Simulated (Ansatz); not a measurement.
Runs of Ansatz 0.2.0 on Zr3S2. The structure is trigonal, space group R32 (No. 155). The conventional cell has a = 5.805 Å, b = 5.805 Å, c = 10.463 Å, α = 90.00°, β = 90.00°, γ = 120.00°. Around Zr (site symmetry 2) lie 4 S at 2.61 to 2.62 Å. S (site symmetry 3) has 6 Zr at 2.61 to 2.62 Å as nearest neighbours. The cell comes from a database or a generator and needn't be the stable form of this composition.

| level | U | hubbard projectors | double counting | gap on the mesh (eV) | pressure (GPa) | largest force (eV/Å) |
| --- | --- | --- | --- | --- | --- | --- |
| r2SCAN | - | - | - | none | -0.8 | 0.08 |
| r2SCAN+U | Zr d U = 4 eV | ortho-atomic (the default) | fll (the default) | none | (b) | 0.19 |
| r2SCAN+U | Zr d U = 1 eV | ortho-atomic (the default) | fll (the default) | none | 0.3 | 0.08 |
| r2SCAN+U | Zr d U = 3 eV | ortho-atomic (the default) | fll (the default) | none | 2.6 | 0.16 |
| r2SCAN+U | Zr d U = 5 eV | ortho-atomic (the default) | fll (the default) | none | (a) | 0.16 |

Alike in all rows: task projected density of states; potentials or basis Ansatz PAW; no spin polarisation; cell as given; k mesh 6 × 6 × 6; cutoff (eV) 500; smearing fermi-dirac 0.05 eV.

**Question.** Estimate the missing entries.

**Answer.** (a) 5.6; (b) 4.0.

Caveats: the PAW data sets come from PBE, with cores solved anew for the run's functional, which leaves a small shift of forces and pressure; the density of states is complete only up to the lowest level of the last band computed; U without spin polarisation on a metal has little footing (some runs).

A k mesh can miss the band edges, and the runs leave out spin-orbit coupling on Zr.

A gap of «none» marks a metal or a gap under the smearing width.
